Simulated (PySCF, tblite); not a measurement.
**C5H6FNSi: geometry, infrared bands and NMR shifts**

What infrared bands and NMR shifts should C5H6FNSi (`[H]/N=C/[C@H]1[C@H](F)[Si@H]1C#C`) show?

Programs: tblite 0.8.0 and PySCF 2.14.0, with density-fitted response routines of our own. Each step states its level of theory. These are calculated values for one molecule in the gas phase, unless marked as measured. Atoms are numbered from 0 throughout.

## 1. Starting geometry

14 atoms, charge 0, multiplicity 1; geometry from: force field or distance geometry start.

Bonds of the start (Å): C0–C1 1.21, C1–Si2 1.81, Si2–C3 1.86, C3–F4 1.38, C3–C5 1.49, C5–C6 1.49, C6–N7 1.28, C5–Si2 1.87, C0–H8 1.06, Si2–H9 1.44, C3–H10 1.12, C5–H11 1.13, C6–H12 1.07, N7–H13 1.04.

## 2. Relaxing the molecule with GFN2-xTB

Job settings and geometry (Å):

```
{"job": {"kind": "relax", "xc": "GFN2-xTB", "basis": "xTB"}, "charge": 0, "multiplicity": 1}
C      2.673200     1.527100     0.196800
C      1.909900     0.674500     0.588300
Si     0.798900    -0.609200     1.212200
C     -0.000400    -1.597200    -0.152600
F     -0.175400    -2.929700     0.148300
C     -0.941900    -0.660800     0.530300
C     -1.353000     0.622800    -0.096600
N     -2.367000     1.226200     0.392600
H      3.323100     2.274300    -0.168500
H      1.039200    -1.145600     2.528700
H      0.328300    -1.401100    -1.206300
H     -1.689400    -1.160000     1.216300
H     -0.834100     1.058000    -0.924500
H     -2.711900     2.120200    -0.007200
```

Started as:

```bash
$ OMP_NUM_THREADS=1 python probes_run.py task.json out
```

The driver reads the jobs from task.json and runs them one after another.

**Question.** This job is followed by: GFN2-xTB harmonic vibrations, gas phase; GIAO PBE0/pcSseg-1 NMR shielding, non-relativistic, gas phase. Predict these results of the whole session: strongest single infrared mode (GFN2-xTB); zero-point energy (GFN2-xTB); 13C shifts against TMS (PBE0/pcSseg-1); 1H shifts against TMS (PBE0/pcSseg-1); 29Si shifts against TMS (PBE0/pcSseg-1); 19F shifts against CFCl3 (PBE0/pcSseg-1); 15N shifts against NH3 (PBE0/pcSseg-1).

As calculated:

```
                                 quantity                                    value
strongest single infrared mode (GFN2-xTB)                    1692 cm⁻¹, 291 km/mol
             zero-point energy (GFN2-xTB)                            58.0 kcal/mol
   13C shifts against TMS (PBE0/pcSseg-1)       172.9, 105.0, 86.0, 82.2, 36.4 ppm
    1H shifts against TMS (PBE0/pcSseg-1)  10.75, 7.99, 5.65, 3.92, 2.75, 1.82 ppm
  29Si shifts against TMS (PBE0/pcSseg-1)                               -135.7 ppm
 19F shifts against CFCl3 (PBE0/pcSseg-1)                               -250.1 ppm
   15N shifts against NH3 (PBE0/pcSseg-1)                                350.9 ppm
```

In words: The optimisation took 55 steps and gained 0.402 eV; among the close pairs (by a distance rule), Si2–C5 changed most, from 1.870 to 1.924 Å. All 36 modes are real, so the xTB geometry is a minimum. The strongest single mode, at 1692 cm⁻¹, moves mainly C6 and N7. Unscaled tight-binding wavenumbers are off by several per cent, some by more. Its intensities can rank the bands wrongly. At PBE0/pcSseg-1: The largest span, 646 ppm, is at N7, where the paramagnetic term is -399 ppm.
